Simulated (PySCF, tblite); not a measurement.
# C₅H₉F₃: a rotation path, then NMR shifts on frames, part 1 of 2

Aim: move C₅H₉F₃ (`C[C@@H](CF)CC(F)F`) away from its starting geometry and see how NMR shifts follow the geometry.

Computed with tblite 0.8.0 and PySCF 2.14.0, with density-fitted response routines of our own, on a single molecule in the gas phase. Atoms are numbered from 0 throughout.

**1. The starting structure**

17 atoms, charge 0, multiplicity 1; geometry from: GFN2-xTB.

Bonds of the start (Å): C0–C1 1.53, C1–C2 1.53, C2–F3 1.37, C1–C4 1.53, C4–C5 1.52, C5–F6 1.36, C5–F7 1.36, C0–H8 1.09, C0–H9 1.09, C0–H10 1.09, C1–H11 1.10, C2–H12 1.10, C2–H13 1.09, C4–H14 1.09, C4–H15 1.09, C5–H16 1.10.

**2. A band between two rotamers with GFN2-xTB**

Job settings and geometry (Å):

```
{"job": {"kind": "neb", "xc": "GFN2-xTB", "basis": "xTB", "atoms": [1, 4, 5, 6], "turn": 120}, "charge": 0, "multiplicity": 1}
C     -1.332163     1.243132    -0.544468
C     -0.496370     0.262469     0.275981
C     -1.172406    -1.107455     0.243295
F     -0.594652    -1.980575     1.134251
C      0.937053     0.209004    -0.266608
C      1.920001    -0.412392     0.714431
F      3.149884    -0.500493     0.144528
F      2.070298     0.385448     1.802007
H     -0.893936     2.236587    -0.507420
H     -2.344905     1.302083    -0.154225
H     -1.380616     0.925262    -1.583675
H     -0.460991     0.602116     1.316452
H     -1.092310    -1.571717    -0.745638
H     -2.225356    -1.028143     0.531562
H      0.978137    -0.362896    -1.195256
H      1.286282     1.223553    -0.471945
H      1.645052    -1.413952     1.069934
```

Method: GFN2-xTB climbing-image nudged elastic band, gas phase.

Started as:

```sh
$ OMP_NUM_THREADS=1 python probes_run.py task.json out
```

This one command runs all jobs of the session in turn.

Output:

```text
image   E - E0 / eV
  0      -0.0000
  1       0.0154
  2       0.0679
  3       0.1485
  4       0.2178
  5       0.2445
  6       0.2300
  7       0.1927
  8       0.1657
```

Run time: 3 s. Hardware: 1 thread of Arm Neoverse V2, shared host; peak memory 0.18 GiB.

The final band, with the dihedral C1–C4–C5–F6:

| image | dihedral (°) | energy (eV) | energy (kcal/mol) |
| --- | --- | --- | --- |
| 0 | 176 | 0.000 | 0.0 |
| 1 | 191 | 0.015 | 0.4 |
| 2 | 207 | 0.068 | 1.6 |
| 3 | 224 | 0.148 | 3.4 |
| 4 | 242 | 0.218 | 5.0 |
| 5 | 263 | 0.244 | 5.6 |
| 6 | 281 | 0.230 | 5.3 |
| 7 | 304 | 0.193 | 4.4 |
| 8 | 312 | 0.166 | 3.8 |

**3. Shielding tensors: image 0, PBE0/pcSseg-1**

Job settings and geometry (Å):

```
{"job": {"kind": "nmr", "xc": "PBE0", "basis": "pcSseg-1", "pop": false}, "charge": 0, "multiplicity": 1}
C     -1.332200     1.243100    -0.544500
C     -0.496400     0.262500     0.276000
C     -1.172400    -1.107500     0.243300
F     -0.594700    -1.980600     1.134300
C      0.937100     0.209000    -0.266600
C      1.920000    -0.412400     0.714400
F      3.149900    -0.500500     0.144500
F      2.070300     0.385400     1.802000
H     -0.893900     2.236600    -0.507400
H     -2.344900     1.302100    -0.154200
H     -1.380600     0.925300    -1.583700
H     -0.461000     0.602100     1.316500
H     -1.092300    -1.571700    -0.745600
H     -2.225400    -1.028100     0.531600
H      0.978100    -0.362900    -1.195300
H      1.286300     1.223600    -0.471900
H      1.645100    -1.414000     1.069900
```

Level: GIAO PBE0/pcSseg-1 NMR shielding, non-relativistic, gas phase.

Output:

```text
coarse grid: 14272 points
cycle   1  E = -494.7411666212  dE =  8.466e-01  |g| = 7.933e-01  |ddm| = 3.387e+00
cycle   2  E = -494.6615015758  dE =  7.967e-02  |g| = 1.103e+00  |ddm| = 1.087e+00
cycle   3  E = -494.8466339154  dE = -1.851e-01  |g| = 6.649e-02  |ddm| = 6.436e-01
cycle   4  E = -494.8473231035  dE = -6.892e-04  |g| = 3.397e-02  |ddm| = 6.995e-02
cycle   5  E = -494.8475883790  dE = -2.653e-04  |g| = 5.132e-03  |ddm| = 3.183e-02
cycle   6  E = -494.8475937523  dE = -5.373e-06  |g| = 1.750e-03  |ddm| = 5.441e-03
final grid: 139200 points
cycle   7  E = -494.9162699662  dE = -6.221e-05  |g| = 9.610e-03  |ddm| = 2.853e-02
cycle   8  E = -494.9162563790  dE =  1.359e-05  |g| = 1.300e-02  |ddm| = 1.748e-02
cycle   9  E = -494.9162910716  dE = -3.469e-05  |g| = 1.110e-03  |ddm| = 9.669e-03
cycle  10  E = -494.9162912668  dE = -1.952e-07  |g| = 2.701e-04  |ddm| = 9.488e-04
cycle  11  E = -494.9162912781  dE = -1.129e-08  |g| = 6.893e-05  |ddm| = 2.077e-04
cycle  12  E = -494.9162912790  dE = -9.129e-10  |g| = 2.020e-05  |ddm| = 6.372e-05
converged SCF energy = -494.9162912790

GIAO shielding tensors (ppm)
atom      isotropic    diamagn.    paramagn.     s11        s22        s33       span
  0 C      168.820     247.314     -78.494    149.798    166.612    190.051     40.253
  1 C      153.424     249.173     -95.749    142.398    157.051    160.822     18.424
  2 C       92.123     242.342    -150.219     53.565     81.776    141.028     87.463
  3 F      413.153     473.709     -60.556    375.085    400.259    464.114     89.029
  4 C      138.952     250.424    -111.472    121.869    134.596    160.390     38.521
  5 C       64.515     241.847    -177.332     44.808     66.640     82.098     37.290
  6 F      305.673     469.848    -164.175    201.075    336.710    379.233    178.158
  7 F      316.586     472.992    -156.406    225.777    343.828    380.153    154.376
  8 H       30.630      29.991       0.639     26.083     28.599     37.208     11.125
  9 H       30.777      29.621       1.155     26.011     28.121     38.197     12.185
 10 H       31.086      30.320       0.766     27.242     29.123     36.893      9.651
 11 H       29.552      32.506      -2.954     25.969     29.370     33.317      7.348
 12 H       27.308      29.948      -2.640     23.336     28.315     30.274      6.937
 13 H       26.887      29.369      -2.482     21.838     28.697     30.127      8.289
 14 H       30.060      31.915      -1.854     26.779     29.808     33.594      6.815
 15 H       29.692      31.461      -1.769     25.516     30.144     33.415      7.900
 16 H       25.117      28.728      -3.610     21.414     25.908     28.030      6.616
```

Run time: 25 s. Hardware: 1 thread of Arm Neoverse V2, shared host; peak memory 0.82 GiB.

The references, computed at this level on geometries of the same kind, shield at (ppm): ¹H TMS 31.72, ¹³C TMS 186.9, ¹⁹F CFCl3 170.9. Their shielding less the atom's gives the shift. The references are single molecules in the gas phase, so shifts against H2O, NH3, PH3, H3PO4 or CFCl3 are not on the usual liquid scales and can be off by tens of ppm. Each atom is listed at this fixed geometry, with no averaging over motion; a spectrum would average atoms that exchange fast.

| atoms | environment | σ (ppm) | δ (ppm) |
| --- | --- | --- | --- |
| C5 | sp3 CH bonded to 2 F | 64.5 | 122.4 |
| C2 | sp3 CH2 bonded to F | 92.1 | 94.8 |
| C4 | sp3 CH2 | 139.0 | 48.0 |
| C1 | sp3 CH | 153.4 | 33.5 |
| C0 | methyl carbon | 168.8 | 18.1 |
| H16 | hydrogen on an sp3 CH bonded to 2 F | 25.12 | 6.60 |
| H13 | hydrogen on an sp3 CH2 bonded to F | 26.89 | 4.83 |
| H12 | hydrogen on an sp3 CH2 bonded to F | 27.31 | 4.41 |
| H11 | hydrogen on an sp3 CH | 29.55 | 2.16 |
| H15 | hydrogen on an sp3 CH2 | 29.69 | 2.03 |
| H14 | hydrogen on an sp3 CH2 | 30.06 | 1.66 |
| H8 | hydrogen on a methyl carbon | 30.63 | 1.09 |
| H9 | hydrogen on a methyl carbon | 30.78 | 0.94 |
| H10 | hydrogen on a methyl carbon | 31.09 | 0.63 |
| F6 | fluorine of a CF2 group | 305.7 | -134.7 |
| F7 | fluorine of a CF2 group | 316.6 | -145.6 |
| F3 | fluorine on an sp3 carbon | 413.2 | -242.2 |

Orbitals, density, ELF and potential are computed afterwards from the orbital file.

Frontier orbitals at PBE0/pcSseg-1, with the share of their density that lies nearest to each atom:

| orbital | energy (eV) | lies on |
| --- | --- | --- |
| HOMO | -9.16 | F6, F7 about 14 % each; H16 14 %; C4, C5 about 11 % each |
| LUMO | 1.22 | H8, H9, H10 about 14 % each; H12, H13 about 12 % each; H14, H15 about 8 % each |

ELF in a plane through or near 8 of the atoms.

Ten even steps from ' ' (0.00) to '@' (1.00):
```
                                                        
                                                        
                                                        
                                  ::::                  
                      ::::      ##@@@@++                
                    **@@@@--  ::@@@@@@%%..              
                    ++@@@@++  ::@@@@@@**..              
        ..::..      ..**##--....****==******::          
        ----::..::--====++**++++%%::::@@@@@@**..        
        ::::::--::..##****##::++%%##**@@@@@@##::        
        ....  ----::++----++::::++--::**%%%%--          
              ##@@@@##    ::**@@##--..                  
            ==@@@@@@==  ....--==++%%@@%%..              
            ::@@@@==  ++%%####++##@@@@@@%%              
              ..::  ..####==**++--@@@@@@%%              
                    ..==##%%%%++  ..##**                
                      ..==++++--                        
                                                        
                                                        
                                                        
```
The map spans 11.4 Å across and 9.8 Å up, centred on the molecule. Atoms in the plane (x, y in Å): C0 (1.7, 0.9), C1 (0.5, 0.0), F3 (-0.2, -2.3), C5 (-2.1, 0.0), H8 (1.5, 1.9), H9 (2.6, 0.5), H13 (1.7, -1.8), H16 (-2.1, -1.1).

On the surface of density 0.002 e/bohr³ the electrostatic potential runs, from the 1st to the 99th percentile, from -1.04 V near F6 to 1.11 V near H12.

**4. NMR shieldings: image 2, PBE0/pcSseg-1**

Job settings and geometry (Å):

```
{"job": {"kind": "nmr", "xc": "PBE0", "basis": "pcSseg-1", "pop": false}, "charge": 0, "multiplicity": 1}
C     -1.311600     1.242300    -0.598000
C     -0.488400     0.292100     0.268200
C     -1.193800    -1.060300     0.336700
F     -0.548200    -1.921500     1.189500
C      0.934200     0.171400    -0.293800
C      1.930300    -0.459100     0.678100
F      3.182300    -0.006200     0.396900
F      1.691500    -0.087200     1.956400
H     -0.832900     2.216700    -0.649100
H     -2.307100     1.373400    -0.182500
H     -1.407600     0.852800    -1.609200
H     -0.427000     0.694800     1.283900
H     -1.217900    -1.551400    -0.642600
H     -2.212900    -0.946500     0.719800
H      0.932800    -0.414600    -1.214400
H      1.304500     1.172000    -0.526200
H      1.964800    -1.556800     0.649500
```

Method: GIAO PBE0/pcSseg-1 NMR shielding, non-relativistic, gas phase.

Output:

```text
coarse grid: 14272 points
cycle   1  E = -494.7381211011  dE =  8.504e-01  |g| = 7.942e-01  |ddm| = 3.389e+00
cycle   2  E = -494.6591054158  dE =  7.902e-02  |g| = 1.102e+00  |ddm| = 1.103e+00
cycle   3  E = -494.8443002457  dE = -1.852e-01  |g| = 6.657e-02  |ddm| = 6.494e-01
cycle   4  E = -494.8449886335  dE = -6.884e-04  |g| = 3.390e-02  |ddm| = 7.033e-02
cycle   5  E = -494.8452519795  dE = -2.633e-04  |g| = 5.152e-03  |ddm| = 3.193e-02
cycle   6  E = -494.8452573825  dE = -5.403e-06  |g| = 1.735e-03  |ddm| = 5.464e-03
final grid: 139200 points
cycle   7  E = -494.9141054810  dE = -6.136e-05  |g| = 9.717e-03  |ddm| = 2.908e-02
cycle   8  E = -494.9140912742  dE =  1.421e-05  |g| = 1.325e-02  |ddm| = 1.762e-02
cycle   9  E = -494.9141266543  dE = -3.538e-05  |g| = 1.086e-03  |ddm| = 9.778e-03
cycle  10  E = -494.9141268471  dE = -1.928e-07  |g| = 2.620e-04  |ddm| = 9.546e-04
cycle  11  E = -494.9141268579  dE = -1.078e-08  |g| = 6.730e-05  |ddm| = 2.028e-04
cycle  12  E = -494.9141268588  dE = -8.567e-10  |g| = 1.974e-05  |ddm| = 6.132e-05
converged SCF energy = -494.9141268588

GIAO shielding tensors (ppm)
atom      isotropic    diamagn.    paramagn.     s11        s22        s33       span
  0 C      169.336     247.379     -78.043    152.379    165.293    190.338     37.959
  1 C      153.005     249.054     -96.049    141.217    157.805    159.992     18.776
  2 C       93.450     241.916    -148.466     54.837     82.843    142.669     87.832
  3 F      411.288     474.029     -62.741    378.327    400.075    455.462     77.136
  4 C      139.541     251.164    -111.623    117.004    137.381    164.238     47.233
  5 C       65.724     239.171    -173.447     44.077     65.984     87.111     43.035
  6 F      299.523     469.738    -170.214    211.332    334.363    352.874    141.542
  7 F      312.236     473.926    -161.690    209.727    323.454    403.526    193.799
  8 H       30.633      30.064       0.569     26.105     28.598     37.197     11.092
  9 H       30.751      29.596       1.155     25.972     28.047     38.235     12.263
 10 H       31.122      30.350       0.772     27.217     29.138     37.012      9.795
 11 H       29.187      32.517      -3.330     25.107     29.532     32.922      7.815
 12 H       27.464      29.938      -2.474     23.196     28.435     30.761      7.564
 13 H       26.926      29.278      -2.352     21.981     28.433     30.365      8.383
 14 H       29.981      31.915      -1.933     27.151     29.228     33.565      6.414
 15 H       29.715      31.775      -2.059     24.983     30.327     33.836      8.853
 16 H       25.343      27.969      -2.626     22.396     25.560     28.072      5.676
```

Run time: 18 s. Hardware: 1 thread of Arm Neoverse V2, shared host; peak memory 0.84 GiB.

This run: δ C5 121.2, C2 93.5, C4 47.4, C1 33.9, H16 6.37, H13 4.79 ppm.

(Continued in part 2 of 2.)
